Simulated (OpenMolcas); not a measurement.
# Pt⁵⁺ among point charges: CASSCF and CASPT2 levels and susceptibility

How does a field of 4 point charges split the states of Pt⁵⁺, and what χT follows?

The numbers are computed with OpenMolcas 26.06 (state-averaged CASSCF and CASPT2, spin-orbit coupling by RASSI with atomic mean-field integrals), except any that are marked as measured or tabulated.

## 1. Starting point

* Species: Pt⁵⁺ (platinum, Z = 78, 73 electrons)
* Basis: ANO-RCC-VDZP [7s6p4d2f], 59 functions
* Scalar Hamiltonian: DKH2, point nucleus
* Inactive shells: 1s 2s 2p 3s 3p 3d 4s 4p 4d 4f 5s 5p
* Active space: 5 electrons in 5 orbitals (5d)
* Some configurations of this space: 5d5
* Orbitals: optimised for each spin and parity, averaged over all roots

The outer shells:

5d5
```
5d [↑ ][↑ ][↑ ][↑ ][↑ ]
```

The ion sits among 4 point charges of -2 e arranged as a tetrahedron (Td), 2.43 Å from the ion.

Each step is its own input file, run in one work folder so that later steps find the files of earlier ones. Labels, J, g values, rates, χT and fits are worked out afterwards by a script from the matrices that RASSI stores.

## 2. Basis and integrals

The input, a.inp:

```
&GATEWAY
Coord
1

Pt 0.0 0.0 0.0
Basis=ANO-RCC-VDZP
Group=NoSym
NoMove
AngMom=0.0 0.0 0.0
AMFI
XField
4 Angstrom 0
1.402961 1.402961 1.402961 -2.000000
1.402961 -1.402961 -1.402961 -2.000000
-1.402961 1.402961 -1.402961 -2.000000
-1.402961 -1.402961 1.402961 -2.000000
&SEWARD
```

## 3. Reference wave functions, sextets, 1 root

The input, a.inp:

```
&RASSCF
FileOrb=start.orb
Symmetry=1
Spin=6
nActEl=5 0 0
Inactive=34
Ras2=5
CIRoot=1 1 1
SDav=1
CIMx=300
Iter=120 100
PrWF=0.3
OrbListing=Nothing
MaxOrb=0
>>> COPY $Project.JobIph JOB001
```

start.orb holds the contracted functions of the basis, ordered by shell, or the orbitals of the step before.

## 4. Reference wave functions, quartets, 24 roots

The input, a.inp:

```
&RASSCF
FileOrb=start.orb
Symmetry=1
Spin=4
nActEl=5 0 0
Inactive=34
Ras2=5
CIRoot=24 24 1
SDav=24
CIMx=300
Iter=120 100
PrWF=0.3
OrbListing=Nothing
MaxOrb=0
>>> COPY $Project.JobIph JOB002
```

## 5. CASSCF: doublets, 75 roots

The input, a.inp:

```
&RASSCF
FileOrb=start.orb
Symmetry=1
Spin=2
nActEl=5 0 0
Inactive=34
Ras2=5
CIRoot=75 75 1
SDav=75
CIMx=300
Iter=120 100
PrWF=0.3
OrbListing=Nothing
MaxOrb=0
>>> COPY $Project.JobIph JOB003
```

## 6. RASSI: spin-orbit coupling between the states

The input, a.inp:

```
&RASSI
NrOfJobIphs=3 1 24 75
1
1 2 3 4 5 6 7 8 9 10 11 12 13 14 15 16 17 18 19 20 21 22 23 24
1 2 3 4 5 6 7 8 9 10 11 12 13 14 15 16 17 18 19 20 21 22 23 24 25 26 27
28 29 30 31 32 33 34 35 36 37 38 39 40 41 42 43 44 45 46 47 48 49 50 51
52 53 54 55 56 57 58 59 60 61 62 63 64 65 66 67 68 69 70 71 72 73 74 75
IphNames
JOB001
JOB002
JOB003
EJob
SpinOrbit
DIPRint=1.0
SOCoupling=1000.0
Subsets=2
Property=9
'ANGMOM' 1 'ANGMOM' 2 'ANGMOM' 3 'MLTPL  1' 1 'MLTPL  1' 2 'MLTPL  1' 3
'AMFI' 1 'AMFI' 2 'AMFI' 3
SOProperty=3
'ANGMOM' 1 'ANGMOM' 2 'ANGMOM' 3
```

## 7. CASPT2: IPEA 0.25, imaginary shift 0.1 (closed shells correlated: 4f 5s 5p)

The input, a.inp:

```
>>> COPY JOB001 $Project.JobIph
&CASPT2
Multistate=1 1
Frozen=23
IPEA=0.25
Imaginary=0.1
MaxIter=60
WThr=0.0 0.3 0.05
PrWF=0.5
NoMix
>>> COPY JOB002 $Project.JobIph
&CASPT2
Multistate=24 1 2 3 4 5 6 7 8 9 10 11 12 13 14 15 16 17 18 19 20 21 22
23 24
NoMult
Frozen=23
IPEA=0.25
Imaginary=0.1
MaxIter=60
WThr=0.0 0.3 0.05
PrWF=0.5
NoMix
>>> COPY JOB003 $Project.JobIph
&CASPT2
Multistate=75 1 2 3 4 5 6 7 8 9 10 11 12 13 14 15 16 17 18 19 20 21 22
23 24 25 26 27 28 29 30 31 32 33 34 35 36 37 38 39 40 41 42 43 44 45 46
47 48 49 50 51 52 53 54 55 56 57 58 59 60 61 62 63 64 65 66 67 68 69 70
71 72 73 74 75
NoMult
Frozen=23
IPEA=0.25
Imaginary=0.1
MaxIter=60
WThr=0.0 0.3 0.05
PrWF=0.5
NoMix
```

(Steps that only read results are left out.)

Q: Predict the outcome of this session. Wanted: spin-free ground state; lowest level; next level.

The runs gave:

```
                 quantity                                                                           value
                   method  SS-CASPT2, IPEA 0.25, imaginary shift 0.1 (closed shells correlated: 4f 5s 5p)
   spin-free ground state                                                 6A1, 1-fold in its orbital part
             lowest level                                                                       4-fold Γ8
               next level                                                                       34.6 cm⁻¹
              χT at 300 K                                                                  3.97 cm³ K/mol
effective moment at 300 K                                                                         5.63 μB
```

Cost by method:

```
                                                 method  time of its own steps  time with the reference
                                              A. CASSCF                   27 s                     27 s
B. SS-CASPT2, IPEA 0.25, imaginary shift 0.1, +4f 5s 5p                   23 s                     50 s
```

Times are of one thread on a shared host.

**Reading.** The spin-free ground state (6A1) comes to 100 % from free-ion S terms and keeps the highest spin of the shell. χT at 300 K is 3.97, against 4.39 cm³ K/mol for the spin alone, so spin-orbit coupling lowers it. An active space of the d shell alone favours high spin; real ions in strong fields can be low spin. A ligand-field fit to the states below 45000 cm-1 gives 10Dq = -1580 cm-1, B = 699 cm-1 and C = 4036 cm-1 (C/B = 5.78), with a deviation of 750 cm-1. CASPT2 does not keep the components of a term degenerate, and the means are used. The field of point charges can differ much from that of real complexes. This is an electrostatic model: the charges have no orbitals.
